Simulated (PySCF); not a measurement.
# B2H8Tl (Tl(BH4)2+): the cost of one run

Computed with PySCF 2.14.0. Level: TPSS, Tl def2-SVP with ECP60, B def2-SVP, H def2-SVP; scalar-relativistic core potentials, no spin–orbit coupling.

4 further runs of the same task are left out: 2 for a known fault of the program, 1 that didn't finish, 1 set aside as unsound or not needed.

### 1 Starting geometry

11 atoms, charge 1, spin multiplicity 1.

Bond lengths: Tl1–B2 2.292 Å, Tl1–B7 2.292 Å, B2–H3 1.376 Å, B2–H4 1.202 Å, B2–H5 1.367 Å, B2–H6 1.201 Å, B7–H8 1.377 Å, B7–H9 1.202 Å, B7–H10 1.367 Å, B7–H11 1.201 Å. Angles: B2–Tl1–B7 164.3°, Tl1–B2–H3 123.9°, Tl1–B2–H4 106.1°, Tl1–B2–H5 86.8°, Tl1–B2–H6 106.8°, H3–B2–H4 98.3°, H3–B2–H5 37.1°, H3–B2–H6 98.9°, H4–B2–H5 112.7°, H4–B2–H6 124.5°, H5–B2–H6 112.6°, Tl1–B7–H8 123.9°, Tl1–B7–H9 106.1°, Tl1–B7–H10 86.7°, Tl1–B7–H11 106.8°, H8–B7–H9 98.3°, H8–B7–H10 37.1°, H8–B7–H11 98.9° and more.

Geometry (Å):

```xyz
11
charge 1, multiplicity 1
Tl    0.00002   -0.00013    0.68323
B     2.26894    0.08427    0.99587
H     3.18931   -0.14506   -0.00124
H     2.54231   -0.84901    1.70241
H     2.38499   -0.20856   -0.33453
H     2.54376    1.22738    1.24306
B    -2.26901   -0.08429    0.99586
H    -3.18975    0.14526   -0.00169
H    -2.54223    0.84886    1.70267
H    -2.38455    0.20859   -0.33459
H    -2.54378   -1.22731    1.24353
```

Formal oxidation states: Tl +3. An earlier session relaxed this geometry at TPSS, Tl def2-SVP with ECP60, B def2-SVP, H def2-SVP (singlet, point group C2).

Its energy there is -226.611571 Eh.

### 2 Multiplicity 3 at the relaxed geometry

Input file run.py (the lines that set the calculation):

```python
mol = gto.M(atom='''
Tl     0.00002    -0.00013     0.68323
B      2.26894     0.08427     0.99587
H      3.18931    -0.14506    -0.00124
H      2.54231    -0.84901     1.70241
H      2.38499    -0.20856    -0.33453
H      2.54376     1.22738     1.24306
B     -2.26901    -0.08429     0.99586
H     -3.18975     0.14526    -0.00169
H     -2.54223     0.84886     1.70267
H     -2.38455     0.20859    -0.33459
H     -2.54378    -1.22731     1.24353''',
    basis={'Tl': 'def2-SVP', 'B': 'def2-SVP', 'H': 'def2-SVP'},
    ecp={'Tl': 'def2-SVP'},
    charge=1, spin=2)
mf = dft.UKS(mol, xc='TPSS')
mf.grids.atom_grid = (50, 194)
mf = mf.density_fit()  # fitting sets: Tl def2-universal-JKFIT, B def2-universal-JKFIT, H def2-universal-JKFIT
mf.conv_tol = 1e-08; mf.max_cycle = 55
mf.kernel(dm0)  # dm0: free metal ions and neutral atoms
```

The run is started by

```
$ OMP_NUM_THREADS=2 python run.py
```

**Question.** How long does this run take on 2 threads of Intel Xeon Platinum 8259CL at 2.50GHz (Skylake/Cascade Lake), shared host?

About 18 s.
